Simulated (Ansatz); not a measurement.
The system is HfIn4SiO6.

```
Hf In Si O
1.0
     2.71585   -4.70357    0.00833
     2.71585    4.70357    0.00833
    -1.87915    0.00000    7.40127
Hf In Si O
1 4 1 6
Direct
  0.78835 0.21165 0.00000
  0.62175 0.37825 0.50000
  0.45502 0.54498 0.00000
  0.28407 0.71593 0.50000
  0.95814 0.04186 0.50000
  0.12168 0.87832 0.00000
  0.06219 0.11415 0.86666
  0.88585 0.93781 0.13334
  0.79490 0.53784 0.86663
  0.46216 0.20510 0.13337
  0.15352 0.62879 0.13333
  0.37121 0.84648 0.86667
```

The cell was built by a generator and needn't be a form met in nature.

Base run:

* Program: Ansatz 0.2.0
* Functional: PBE
* Potentials or basis: all-electron PAW datasets made for the crystal
* Cutoff: 440 eV
* Density cutoff: 1760 eV
* k mesh: 4 × 4 × 3
* Occupations: fermi-dirac, width 0.05 eV
* Spin: no spin polarisation

Its results: band gap on the k mesh none (metal or under the smearing width); pressure -0.4 GPa; largest force 0.083 eV/Å.

The run is repeated on the same cell with these changes: potentials or basis from all-electron PAW datasets made for the crystal to all-electron LAPW, scalar-relativistic; cutoff from 440 eV to 375 eV; density cutoff from 1760 eV to 1498 eV; hubbard terms from none to Hf d U = 3 eV. What comes out?

Band gap on the k mesh none (metal or under the smearing width); pressure 0.4 GPa; largest force 0.137 eV/Å.

Caveats: the k mesh is thin for a metal, which can move the energy by tens of meV per atom; the program warned that the printed levels may be off, so bands, gaps and densities of states are rough (some runs); U is the effective U less J, on atomic orbitals that reach past the spheres (some runs); U without spin polarisation on a metal has little footing (some runs).

Not every run made on this cell is shown here.
